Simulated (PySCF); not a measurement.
# C5H8O4: circular dichroism and optical rotation, excited states

What do calculations give for the circular dichroism and optical rotation, excited states of C5H8O4 (`C[C@@H]1CO[C@H](OC=O)O1`)?

Programs: PySCF 2.14.0, with routines of our own; each step states its level. All values are computed. Atoms count from 0.

## 1. The system as given

17 atoms, charge 0, multiplicity 1; geometry from: GFN2-xTB.

## 2. Circular dichroism and optical rotation: TDDFT CAM-B3LYP/def2-SVPD

What the job is given:

```
{"job": {"kind": "ecd", "xc": "CAM-B3LYP", "basis": "def2-SVPD", "nstates": 8}, "charge": 0, "multiplicity": 1}
C     -1.790548    -0.710941    -0.726106
C     -1.265909    -0.152516     0.589318
C     -0.815606     1.322869     0.483225
O      0.542916     1.304878     0.902705
C      0.975862     0.012169     0.755010
O      1.423173    -0.193007    -0.606610
C      2.715919    -0.401395    -0.812696
O      3.580736    -0.447230     0.005292
O     -0.074210    -0.824096     1.013095
H     -2.688096    -0.173632    -1.021314
H     -1.034575    -0.609219    -1.500718
H     -2.028259    -1.764363    -0.606809
H     -2.000146    -0.300815     1.387401
H     -1.356643     1.993102     1.151416
H     -0.886110     1.683405    -0.548310
H      1.820964    -0.193688     1.422105
H      2.873535    -0.533494    -1.896914
```

Method: TDDFT CAM-B3LYP/def2-SVPD circular dichroism and optical rotation, one conformer, gas phase.

Command:

```bash
$ OMP_NUM_THREADS=1 python excited_run.py task.json out
```

This one command runs all jobs of the session in turn.

The log of the run:

```text
coarse grid: 14736 points
cycle   1  E = -495.3242147931  dE =  1.876e+00  |g| = 1.176e+00  |ddm| = 6.575e+00
cycle   2  E = -495.1081083614  dE =  2.161e-01  |g| = 1.644e+00  |ddm| = 3.412e+00
cycle   3  E = -495.5809878784  dE = -4.729e-01  |g| = 2.334e-01  |ddm| = 1.955e+00
cycle   4  E = -495.5898102602  dE = -8.822e-03  |g| = 8.157e-02  |ddm| = 2.833e-01
cycle   5  E = -495.5909685420  dE = -1.158e-03  |g| = 1.398e-02  |ddm| = 8.469e-02
cycle   6  E = -495.5910065146  dE = -3.797e-05  |g| = 5.129e-03  |ddm| = 2.695e-02
cycle   7  E = -495.5910124580  dE = -5.943e-06  |g| = 1.192e-03  |ddm| = 9.278e-03
final grid: 143848 points
cycle   8  E = -495.7043092479  dE = -4.624e-05  |g| = 4.443e-03  |ddm| = 9.255e-02
cycle   9  E = -495.7043088089  dE =  4.390e-07  |g| = 4.994e-03  |ddm| = 1.387e-02
cycle  10  E = -495.7043134757  dE = -4.667e-06  |g| = 4.990e-04  |ddm| = 6.165e-03
cycle  11  E = -495.7043135124  dE = -3.663e-08  |g| = 2.985e-04  |ddm| = 9.444e-04
cycle  12  E = -495.7043135277  dE = -1.532e-08  |g| = 1.068e-04  |ddm| = 3.982e-04
cycle  13  E = -495.7043135299  dE = -2.220e-09  |g| = 2.164e-05  |ddm| = 1.241e-04
cycle  14  E = -495.7043135300  dE = -1.065e-10  |g| = 6.140e-06  |ddm| = 4.487e-05
converged SCF energy = -495.7043135300

Singlet excitations and rotatory strengths (1e-40 esu^2 cm^2)
state   eV       nm     f(len)   f(vel)    R(len)    R(vel)   main configurations
  1   5.9143   209.6  0.00128  0.00174    -3.121    -3.012   H-1->L 0.40, H->L 0.39, H-2->L 0.15
  2   7.9280   156.4  0.07175  0.06906     2.650     2.113   H-1->L 0.27, H->L 0.24, H->L+1 0.21
  3   7.9975   155.0  0.03973  0.03922    32.289    32.304   H-1->L+1 0.32, H->L+1 0.19, H-1->L 0.14
  4   8.1129   152.8  0.00930  0.00889   -24.680   -23.598   H-2->L 0.60, H->L 0.12
  5   8.2773   149.8  0.01946  0.01884     1.419     1.266   H->L+1 0.24, H-1->L+3 0.18, H-1->L+1 0.14
  6   8.4710   146.4  0.02115  0.02028    -9.420   -10.112   H->L+2 0.39, H-2->L+1 0.13, H-1->L+4 0.10
  7   8.5780   144.5  0.02519  0.02580    16.646    15.876   H->L+3 0.26, H-1->L+3 0.12, H->L+2 0.11
  8   8.7549   141.6  0.03749  0.03664    -1.062    -0.425   H-1->L+2 0.53, H->L+5 0.09

Specific rotation (deg / (dm g/mL))
    nm     length   length(OI)   velocity    alpha(len)  alpha(vel)
  633.0      41.83      41.07      34.86       73.025     72.525
  589.3      48.35      47.47      40.22       73.223     72.722
  546.0      56.42      55.38      46.83       73.471     72.969
  436.0      88.69      86.98      72.87       74.495     73.988
  405.0     102.56     100.55      83.82       74.960     74.450
  365.0     125.07     122.50     101.11       75.765     75.252
  355.0     131.58     128.84     105.97       76.016     75.502
```

Wall time 1.8 min (1 thread of Arm Neoverse V2, shared host); peak memory 1.1 GiB.

## 3. Excited states: TDA CAM-B3LYP/def2-SVPD

The job, as its differences from that of step 2:

```diff
@@ -1,2 +1,2 @@
-{"job": {"kind": "ecd", "xc": "CAM-B3LYP", "basis": "def2-SVPD", "nstates": 8}, "charge": 0, "multiplicity": 1}
+{"job": {"kind": "states", "xc": "CAM-B3LYP", "basis": "def2-SVPD", "tda": true, "soc": true, "nstates": 5, "ntriplets": 6, "nquad": 4}, "charge": 0, "multiplicity": 1}
 C     -1.790548    -0.710941    -0.726106
```

Method: TDA CAM-B3LYP/def2-SVPD excited states, vertical, gas phase, spin-orbit mean-field couplings.

The log of the run:

```text
coarse grid: 14736 points
cycle   1  E = -495.3242147931  dE =  1.876e+00  |g| = 1.176e+00  |ddm| = 6.575e+00
cycle   2  E = -495.1081083614  dE =  2.161e-01  |g| = 1.644e+00  |ddm| = 3.412e+00
cycle   3  E = -495.5809878784  dE = -4.729e-01  |g| = 2.334e-01  |ddm| = 1.955e+00
cycle   4  E = -495.5898102602  dE = -8.822e-03  |g| = 8.157e-02  |ddm| = 2.833e-01
cycle   5  E = -495.5909685420  dE = -1.158e-03  |g| = 1.398e-02  |ddm| = 8.469e-02
cycle   6  E = -495.5910065146  dE = -3.797e-05  |g| = 5.129e-03  |ddm| = 2.695e-02
cycle   7  E = -495.5910124580  dE = -5.943e-06  |g| = 1.192e-03  |ddm| = 9.278e-03
final grid: 143848 points
cycle   8  E = -495.7043092479  dE = -4.624e-05  |g| = 4.443e-03  |ddm| = 9.255e-02
cycle   9  E = -495.7043088089  dE =  4.390e-07  |g| = 4.994e-03  |ddm| = 1.387e-02
cycle  10  E = -495.7043134757  dE = -4.667e-06  |g| = 4.990e-04  |ddm| = 6.165e-03
cycle  11  E = -495.7043135124  dE = -3.663e-08  |g| = 2.985e-04  |ddm| = 9.444e-04
cycle  12  E = -495.7043135277  dE = -1.532e-08  |g| = 1.068e-04  |ddm| = 3.982e-04
cycle  13  E = -495.7043135299  dE = -2.220e-09  |g| = 2.164e-05  |ddm| = 1.241e-04
cycle  14  E = -495.7043135300  dE = -1.065e-10  |g| = 6.140e-06  |ddm| = 4.487e-05
converged SCF energy = -495.7043135300

Singlet excitations
state   eV       nm        f     d(h-e)  d(exc)  Lambda  PR(NTO)  |dmu|/D   mu/D   main configurations
  1   5.9404   208.7   0.00170   0.570   1.956   0.425   1.002    1.123    3.154   H-1->L 0.40, H->L 0.39, H-2->L 0.15
  2   7.9553   155.9   0.02923   0.773   3.409   0.328   1.180    3.764    4.567   H->L+1 0.37, H-1->L+1 0.16, H-1->L 0.11
  3   8.0571   153.9   0.05213   1.550   3.285   0.383   1.305    5.550    8.817   H-1->L 0.30, H-1->L+1 0.20, H-2->L 0.16
  4   8.1356   152.4   0.02276   1.505   3.073   0.387   1.374    5.700    8.997   H-2->L 0.48, H->L 0.21
  5   8.3003   149.4   0.02879   0.595   3.532   0.319   2.105                     H->L+1 0.24, H-1->L+3 0.16, H-1->L+1 0.11

Triplet excitations (Tamm-Dancoff)
state   eV     d(h-e)  d(exc)  Lambda  PR(NTO)   main configurations
  1   5.3622   0.558   1.918   0.424   1.004   H-1->L 0.39, H->L 0.38, H-2->L 0.16
  2   6.1376   0.461   2.002   0.543   1.010   H-3->L 0.59, H-1->L 0.13, H->L 0.12
  3   7.7839   0.679   3.142   0.323   1.512   H->L+1 0.29, H-1->L+1 0.18, H-2->L 0.08
  4   7.8462   0.977   2.805   0.379   1.389   H-2->L 0.47, H-7->L 0.11
  5   8.0843   0.502   3.351   0.298   1.653   H->L+1 0.24, H-1->L+3 0.23, H-1->L+1 0.13
  6   8.2010   1.247   3.364   0.385   1.819   H->L 0.20, H-1->L 0.11, H->L+3 0.09
S1 - T1 = 0.5782 eV

Spin-orbit couplings |<S|Hso|T>| (cm-1)
             T1       T2       T3       T4       T5       T6
S0       58.620    2.108   19.303   42.528    2.355    2.710
S1        0.463   33.385   12.766   31.208    7.373   11.554
S2        7.075    2.776    1.418    4.246    4.513    2.482
S3       20.102   12.518    3.194    9.573    0.956    2.763
S4       25.511   18.806    1.692    6.848    0.260    4.841
S5        6.478    4.657    4.402    1.530    0.254    0.890
T1 sublevels (cm-1): 0.000 0.017 0.250   radiative rates (1/s): 27 0.826 495
```

It took 60 s on 1 thread of Arm Neoverse V2, shared host; peak memory 1.3 GiB.

In short:

```tsv
quantity	value
S1 less T1	0.58 eV
```

## 4. What came out

```
                                                                                      quantity                                                          value
state of largest rotatory strength (velocity form) among 8 (step 2, TDDFT CAM-B3LYP/def2-SVPD)  8.00 eV, R = +32.3 (velocity), +32.3 (length) ·10⁻⁴⁰ esu² cm²
                             specific rotation at 633.0 nm (step 2, TDDFT CAM-B3LYP/def2-SVPD)                                 34.9 (velocity), 41.8 (length)
                                                  S1 less T1 (step 3, TDA CAM-B3LYP/def2-SVPD)                                                        0.58 eV
```

What this shows: Rotations belong to one conformer. The length form depends on the origin in a finite basis. In step 3, the number of triplets below S1 is 1, and the largest singlet-triplet spin-orbit coupling is S0–T1, 58.62 cm⁻¹.
